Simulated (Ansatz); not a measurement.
# TiTe: the cost of one run

Program: Ansatz 0.2.0. Level of theory: DFT LDA+U (U_eff = 1 eV on Ti d), plane waves, PAW. These are calculated values, not measurements.

2 further runs of the same task are left out: 2 that didn't finish. Runs told in other sessions of the task aren't counted.

**1. Starting point**

The structure is cubic, space group Fm-3m (No. 225). The conventional cell has a = 6.100 Å, b = 6.100 Å, c = 6.100 Å, α = 90.00°, β = 90.00°, γ = 90.00°. Ti (site symmetry m-3m) is surrounded by 6 Te at 3.05 Å. Te (site symmetry m-3m) is surrounded by 6 Ti at 3.05 Å.

Structure file:

```xyz
2
Lattice="0.0000 3.0501 3.0501 3.0501 0.0000 3.0501 3.0501 3.0501 0.0000" Properties=species:S:1:pos:R:3 pbc="T T T"
Ti    3.0501    3.0501    3.0501
Te    0.0000    0.0000    0.0000
```

**2. Ferromagnetic start, free, symmetry kept, no search**

input.yaml reads:

```yaml
crystal:
  lattice:
    - [0.0, 3.05006681, 3.05006681]
    - [3.05006681, 0.0, 3.05006681]
    - [3.05006681, 3.05006681, 0.0]
  atoms:
    - { symbol: Ti, position: [0.5, 0.5, 0.5], spin: 2.0 }
    - { symbol: Te, position: [0.0, 0.0, 0.0] }
basis:
  ecutwfc: 420
  ecutrho_ratio: 4
kpoints:
  mp_grid: { grid: [5, 5, 5] }
hamiltonian:
  xc: lda
  hubbard: { sites: [{ site: 0, l: d, u_eff: 1.0 }] }
scf:
  occupations: { method: gaussian, width: 0.05 }
  lower_state_search: "off"
  max_iter: 150
output:
  forces: true
  stress: true
  eigenvalues: true
  populations: true
  hubbard: { sites: [{ site: 0, l: d }] }
magnetization:
  spin_polarized: true
```

Started as:

```
> ansatz run input.yaml --threads 2 --pin off --max-ram 3072MiB --backend cpu --events-out ev --progress --plain --runs-dir out
```

Q: Estimate wall time and peak memory on 2 threads of Arm Neoverse N1, shared host.

About 3.2 s, with a peak of 0.33 GiB.
